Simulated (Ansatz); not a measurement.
# CuSi16: the cost of one run

Program: Ansatz 0.2.0. Level of theory: DFT PBE, plane waves, PAW, scalar-relativistic, no spin polarisation. These are calculated values, not measurements.

## (1) The structure to begin with

The cell holds 17 atoms (CuSi16): a = 7.679 Å, b = 7.679 Å, c = 7.679 Å, α = 60.00°, β = 60.00°, γ = 60.00°.

Its coordinates follow in the input file.

## (2) Preparing the start

input.yaml

```yaml
crystal:
  lattice:
    - [0.0, 5.43, 5.43]
    - [5.43, 0.0, 5.43]
    - [5.43, 5.43, 0.0]
  atoms:
    - { symbol: Si, position: [0.0, 0.0, 0.0] }
    - { symbol: Si, position: [0.125, 0.125, 0.125] }
    - { symbol: Si, position: [0.0, 0.0, 0.5] }
    - { symbol: Si, position: [0.125, 0.125, 0.625] }
    - { symbol: Si, position: [0.0, 0.5, 0.0] }
    - { symbol: Si, position: [0.125, 0.625, 0.125] }
    - { symbol: Si, position: [0.0, 0.5, 0.5] }
    - { symbol: Si, position: [0.125, 0.625, 0.625] }
    - { symbol: Si, position: [0.5, 0.0, 0.0] }
    - { symbol: Si, position: [0.625, 0.125, 0.125] }
    - { symbol: Si, position: [0.5, 0.0, 0.5] }
    - { symbol: Si, position: [0.625, 0.125, 0.625] }
    - { symbol: Si, position: [0.5, 0.5, 0.0] }
    - { symbol: Si, position: [0.625, 0.625, 0.125] }
    - { symbol: Si, position: [0.5, 0.5, 0.5] }
    - { symbol: Si, position: [0.625, 0.625, 0.625] }
    - { symbol: Cu, position: [0.3713383, 0.8866129, 0.8735609] }
total_charge: 1
basis:
  ecutwfc: 420.0
kpoints:
  mp_grid: { grid: [2, 2, 2] }
hamiltonian:
  xc: pbe
  pseudopotentials: { kind: paw, azcp: { folder: soft_1 } }
scf:
  occupations: { method: fermi_dirac, width: 0.05 }
  lower_state_search: "off"
relax:
  f_tol: 0.08
  max_steps: 25
  adjacent_minimum: "off"
```

The run is started by

```
ansatz run input.yaml --threads 1 --pin off --max-ram 3072MiB --backend cpu --events-out ev --progress --plain --runs-dir out
```

What time and memory should one allow on 1 thread of Arm Neoverse V2, shared host?

About 65 s, with a peak of 0.56 GiB.
